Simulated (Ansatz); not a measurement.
# LaY4F: the cost of one run

Program: Ansatz 0.2.0. Level of theory: DFT PBE, scalar-relativistic, plane waves, PAW. These are calculated values, not measurements.

## Step 1: The starting structure

Symmetry: F-43m, No. 216, cubic system. Conventional cell: a = 8.059 Å, b = 8.059 Å, c = 8.059 Å, α = 90.00°, β = 90.00°, γ = 90.00°. La (site symmetry -43m) is surrounded by 12 Y at 3.35 Å and 4 F at 3.49 Å. Y (site symmetry 3m) is surrounded by 6 Y at 2.81 to 2.89 Å and 3 F at 3.34 Å and 3 La at 3.35 Å. F (site symmetry -43m) has 12 Y at 3.34 Å and 4 La at 3.49 Å in its first shell of neighbours.

As a file:

```
CELL_PARAMETERS angstrom
0.00000 4.02974 4.02974
4.02974 0.00000 4.02974
4.02974 4.02974 0.00000
ATOMIC_POSITIONS crystal
La 0.50000 0.50000 0.50000
Y 0.87691 0.36928 0.87691
Y 0.87691 0.87691 0.36928
Y 0.87691 0.87691 0.87691
Y 0.36928 0.87691 0.87691
F 0.25000 0.25000 0.25000
```

Recipe of the guess: species swapped into a database cell of Be4AlFe (F-43m, No. 216), with Y on the Be sites, La on the Al sites and F on the Fe sites. The dimensions are guesses.

## Step 2: Probe: one point on a coarse mesh

input.yaml reads:

```yaml
crystal:
  lattice:
    - [0.0, 4.02973979, 4.02973979]
    - [4.02973979, 0.0, 4.02973979]
    - [4.02973979, 4.02973979, 0.0]
  atoms:
    - { symbol: La, position: [0.5, 0.5, 0.5] }
    - { symbol: "Y", position: [0.8769079, 0.36927631, 0.8769079] }
    - { symbol: "Y", position: [0.8769079, 0.8769079, 0.36927631] }
    - { symbol: "Y", position: [0.8769079, 0.8769079, 0.8769079] }
    - { symbol: "Y", position: [0.36927631, 0.8769079, 0.8769079] }
    - { symbol: F, position: [0.25, 0.25, 0.25] }
basis:
  ecutwfc: 420
kpoints:
  mp_grid: { grid: [4, 4, 4] }
hamiltonian:
  xc: pbe
scf:
  occupations: { method: gaussian, width: 0.1 }
  lower_state_search: "off"
output:
  forces: true
  stress: true
  eigenvalues: true
```

The run is started by

```
$ ansatz run input.yaml --threads 1 --pin off --max-ram 2560MiB --backend cpu --events-out ev --progress --plain --runs-dir out
```

Q: Estimate wall time and peak memory on 1 thread of Arm Neoverse V2, shared host.

About 3.9 s, with a peak of 0.35 GiB.
